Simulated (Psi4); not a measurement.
# HF/3-21G run of SiF4 (SMILES F[Si](F)(F)F)

Aim: the vertical ionisation energy of SiF4 at HF/3-21G, from 2 runs. 

The results are computed with Psi4 1.11.

6 further runs of the same task are left out: 4 that didn't finish, 2 set aside as unsound or not needed. Runs told in other sessions of the task aren't counted.

## 1. The structure to begin with

SiF4: 5 atoms, total charge 0, spin state singlet. SMILES: `F[Si](F)(F)F`. Geometry: relaxed at PBE0-D4/def2-TZVP.

Bond lengths: F1–Si2 1.562 Å, Si2–F3 1.562 Å, Si2–F4 1.562 Å, Si2–F5 1.562 Å. Angles: F1–Si2–F3 109.5°, F1–Si2–F4 109.5°, F1–Si2–F5 109.5°, F3–Si2–F4 109.5°, F3–Si2–F5 109.5°, F4–Si2–F5 109.5°.

## 2. Energy and gradient at HF/3-21G

File f4si.json:

```json
{
 "schema_name": "qcschema_input",
 "schema_version": 1,
 "molecule": {
  "schema_name": "qcschema_molecule",
  "schema_version": 2,
  "symbols": ["F", "Si", "F", "F", "F"],
  "geometry": [0.27060878, -1.49653081, 2.52932283, 0.0, 0.0, 0.0, -1.97873223, 2.16264037, 0.34345772, -0.901834, -1.82889584, -2.13357638, 2.60995744, 1.16278628, -0.73920417],
  "molecular_charge": 0,
  "molecular_multiplicity": 1,
  "fix_symmetry": "c1",
  "fix_com": true,
  "fix_orientation": true
 },
 "driver": "gradient",
 "model": {
  "method": "hf",
  "basis": "3-21G"
 },
 "keywords": {
  "puream": true,
  "e_convergence": 1e-09,
  "d_convergence": 1e-08,
  "scf_type": "pk",
  "scf_properties": ["MULLIKEN_CHARGES", "WIBERG_LOWDIN_INDICES", "LOWDIN_CHARGES"]
 }
}
```

Started as:

```sh
$ psi4 --qcschema f4si.json -n 1 --memory 2200MB
```

stdout:

```text
[...]
  Running in c1 symmetry.
[...]
  Nuclear repulsion =  271.610939672797599
[...]
  Multiplicity = 1
[...]
  Nalpha       = 25
  Nbeta        = 25
[...]
    Number of basis functions: 49
[...]
   @RHF iter   1:  -683.17754961071796   -1.00263e+00   1.02276e-02 DIIS/ADIIS
[...]
   @RHF iter   8:  -683.27015414013124   -1.77351e-11   9.72194e-09 DIIS
[...]
    Orbital Energies [Eh]
    ---------------------
    Doubly Occupied:
       1A    -68.536961     2A    -26.207677     3A    -26.206845
       4A    -26.206845     5A    -26.206844     6A     -6.323213
       7A     -4.421711     8A     -4.421711     9A     -4.421711
      10A     -1.677580    11A     -1.632134    12A     -1.632131
      13A     -1.632131    14A     -0.847156    15A     -0.764808
      16A     -0.764806    17A     -0.764806    18A     -0.699576
      19A     -0.699573    20A     -0.684580    21A     -0.684579
      22A     -0.684579    23A     -0.668930    24A     -0.668929
      25A     -0.668929
[...]
  @RHF Final Energy:  -683.27015414013124
   => Energetics <=
    Nuclear Repulsion Energy =            271.6109396727975991
    One-Electron Energy =               -1493.5046992035156563
    Two-Electron Energy =                 538.6236053905867038
    Total Energy =                       -683.2701541401312397
[...]
 Multipole Moments:
 ------------------------------------------------------------------------------------
     Multipole            Electronic (a.u.)      Nuclear  (a.u.)        Total (a.u.)
 ------------------------------------------------------------------------------------
 L = 1.  Multiply by 2.5417464519 to convert [e a0] to [Debye]
 Dipole X            :          0.0000004           -0.0000001            0.0000003
 Dipole Y            :          0.0000008           -0.0000000            0.0000008
 Dipole Z            :         -0.0000002           -0.0000000           -0.0000002
 Magnitude           :                                                    0.0000009
[...]
  Mulliken Charges: (a.u.)
   Center  Symbol    Alpha    Beta     Spin     Total
       1     F     4.75992  4.75992  0.00000 -0.51984
       2    SI     5.96032  5.96032  0.00000  2.07936
       3     F     4.75992  4.75992  0.00000 -0.51984
       4     F     4.75992  4.75992  0.00000 -0.51984
       5     F     4.75992  4.75992  0.00000 -0.51984
   Total alpha = 25.00000, Total beta = 25.00000, Total charge = -0.00000
  Lowdin Charges: (a.u.)
   Center  Symbol    Alpha    Beta     Spin     Total
       1     F     4.68305  4.68305  0.00000 -0.36609
[...]
  -Total Gradient:
     Atom            X                  Y                   Z
    ------   -----------------  -----------------  -----------------
       1       -0.002125533348     0.011746811120    -0.019850468314
       2       -0.000001873054    -0.000004993790     0.000001194907
       3        0.015526055140    -0.016970798205    -0.002692730320
       4        0.007079724409     0.014354133518     0.016743933423
       5       -0.020478373147    -0.009125152643     0.005798070303
[...]
```

The result, in JSON:

```text
{
 "driver": "gradient",
 "model": {
  "method": "hf",
  "basis": "3-21G"
 },
 "success": true,
 "return_result": [-0.0021255333480141893, 0.011746811119775977, -0.0198504683135029, -1.8730536849934087e-06, -4.993789918612303e-06, 1.1949073961824326e-06, 0.015526055140200501, -0.016970798204562654, -0.0026927303198792593, 0.007079724408828272, 0.01435413351825296, 0.016743933423267937, -0.020478373146815027, -0.00912515264273768, 0.005798070302631998],
 "properties": {
  "calcinfo_nbasis": 49,
  "calcinfo_nmo": 49,
  "calcinfo_nalpha": 25,
  "calcinfo_nbeta": 25,
  "calcinfo_natom": 5,
  "nuclear_repulsion_energy": 271.6109396727976,
  "return_energy": -683.2701541401312,
  "return_gradient": [-0.0021255333480141893, 0.011746811119775977, -0.0198504683135029, -1.8730536849934087e-06, -4.993789918612303e-06, 1.1949073961824326e-06, 0.015526055140200501, -0.016970798204562654, -0.0026927303198792593, 0.007079724408828272, 0.01435413351825296, 0.016743933423267937, -0.020478373146815027, -0.00912515264273768, 0.005798070302631998],
  "scf_one_electron_energy": -1493.5046992035157,
  "scf_two_electron_energy": 538.6236053905867,
  "scf_dipole_moment": [2.998593873482225e-07, 7.820193523300212e-07, -1.8714420002563514e-07],
  "scf_total_energy": -683.2701541401312,
  "scf_total_gradient": [-0.0021255333480141893, 0.011746811119775977, -0.0198504683135029, -1.8730536849934087e-06, -4.993789918612303e-06, 1.1949073961824326e-06, 0.015526055140200501, -0.016970798204562654, -0.0026927303198792593, 0.007079724408828272, 0.01435413351825296, 0.016743933423267937, -0.020478373146815027, -0.00912515264273768, 0.005798070302631998],
  "scf_iterations": 8
 }
}
```

Run time: 2 s. Hardware: 1 thread of Intel Xeon Platinum 8375C at 2.90GHz (Ice Lake), shared host; peak memory 0.19 GiB.

## 3. The doublet cation

File run.py:

```python
import psi4

psi4.set_memory('2200 MB')
psi4.set_num_threads(1)
psi4.core.set_output_file('output.dat', False)

molecule = psi4.geometry("""
1 2
F      0.143200    -0.791930     1.338460
Si     0.000000     0.000000     0.000000
F     -1.047100     1.144420     0.181750
F     -0.477230    -0.967810    -1.129040
F      1.381130     0.615320    -0.391170
symmetry c1
""")

psi4.set_options({
    'reference': 'uhf',
    'puream': True,
    'e_convergence': 1e-09,
    'd_convergence': 1e-08,
    'scf_type': 'pk',
    'maxiter': 100,
})

e_tot = psi4.gradient('hf/3-21G')
print('gradient / Eh bohr^-1')
print(e_tot.np.round(6))
```

Started as:

```sh
$ python run.py
```

output.dat:

```text
[...]
  Running in c1 symmetry.
[...]
  Nuclear repulsion =  271.610939525492370
[...]
  Multiplicity = 2
[...]
  Nalpha       = 25
  Nbeta        = 24
[...]
    Number of basis functions: 49
[...]
   @UHF iter   1:  -682.56048060264652   -3.85559e-01   7.43206e-03 DIIS/ADIIS
[...]
   @UHF iter  44:  -682.66698973672374   -2.04636e-12   8.02669e-09 DIIS
[...]
   @S^2 Observed:                8.081945870E-01
[...]
    Orbital Energies [Eh]
    ---------------------
    Alpha Occupied:
       1A    -68.838872     2A    -26.685781     3A    -26.685359
       4A    -26.449382     5A    -26.448968     6A     -6.627481
       7A     -4.727812     8A     -4.724610     9A     -4.724368
      10A     -2.105105    11A     -2.084805    12A     -1.888868
      13A     -1.866734    14A     -1.247688    15A     -1.175725
      16A     -1.169713    17A     -1.160763    18A     -1.142815
      19A     -1.118647    20A     -1.005228    21A     -0.948521
      22A     -0.936988    23A     -0.929748    24A     -0.911345
      25A     -0.901901
    Alpha Virtual:
[...]
  @UHF Final Energy:  -682.66698973672374
   => Energetics <=
    Nuclear Repulsion Energy =            271.6109395254923697
    One-Electron Energy =               -1477.4428516456757734
    Two-Electron Energy =                 523.1649223834597251
    Total Energy =                       -682.6669897367237354
  UHF NO Occupations:
  HONO-2 :   23  A 1.9998642
  HONO-1 :   24  A 1.9709775
  HONO-0 :   25  A 1.0000000
  LUNO+0 :   26  A 0.0290225
  LUNO+1 :   27  A 0.0001358
[...]
 Multipole Moments:
 ------------------------------------------------------------------------------------
     Multipole            Electronic (a.u.)      Nuclear  (a.u.)        Total (a.u.)
 ------------------------------------------------------------------------------------
 L = 1.  Multiply by 2.5417464519 to convert [e a0] to [Debye]
 Dipole X            :          0.5910797            0.0000000            0.5910797
 Dipole Y            :         -0.2305198            0.0000000           -0.2305198
 Dipole Z            :         -0.9941403           -0.0000000           -0.9941403
 Magnitude           :                                                    1.1793343
[...]
  -Total Gradient:
     Atom            X                  Y                   Z
    ------   -----------------  -----------------  -----------------
       1       -0.007419367973     0.009617041094    -0.001947316522
       2        0.078217218206    -0.030510818115    -0.131555508287
       3        0.003449547559    -0.008066578318     0.008619213450
       4        0.009991700350     0.054619303312     0.081151874774
       5       -0.084239098141    -0.025658947972     0.043731736584
[...]
```

Standard output:

```text
gradient / Eh bohr^-1
[[-0.007419  0.009617 -0.001947]
 [ 0.078217 -0.030511 -0.131556]
 [ 0.00345  -0.008067  0.008619]
 [ 0.009992  0.054619  0.081152]
 [-0.084239 -0.025659  0.043732]]
```

It took 2.8 s on 1 thread of Intel Xeon Platinum 8375C at 2.90GHz (Ice Lake), shared host; peak memory 0.19 GiB.

## 4. What came out

Level: HF/3-21G.

```
                                          quantity          value
                        singlet SiF4: total energy  -683.27015 Eh
                       singlet SiF4: dipole moment         0.00 D
                         singlet SiF4: HOMO energy      -18.20 eV
                         singlet SiF4: LUMO energy        4.72 eV
                       singlet SiF4: HOMO–LUMO gap       22.92 eV
            singlet SiF4: largest force on an atom     1.191 eV/Å
                      doublet cation: total energy  -682.66699 Eh
doublet cation: HOMO energy (highest over α and β)      -23.02 eV
 doublet cation: LUMO energy (lowest over α and β)      -14.48 eV
                              doublet cation: ⟨S²⟩          0.808
          doublet cation: largest force on an atom     8.025 eV/Å
vertical ionisation energy (to the doublet cation)      16.413 eV
```

In words: The vertical ionisation energy comes to 16.41 eV (1584 kJ/mol). The largest force (singlet SiF4) is 1.19 eV/Å: the shape isn't a stationary point for this species at this level. The negative HOMO energy of the first species, 18.20 eV, lies 1.79 eV above that difference. Mulliken charges (singlet SiF4) run from -0.52 on F1 to +2.08 on Si2.
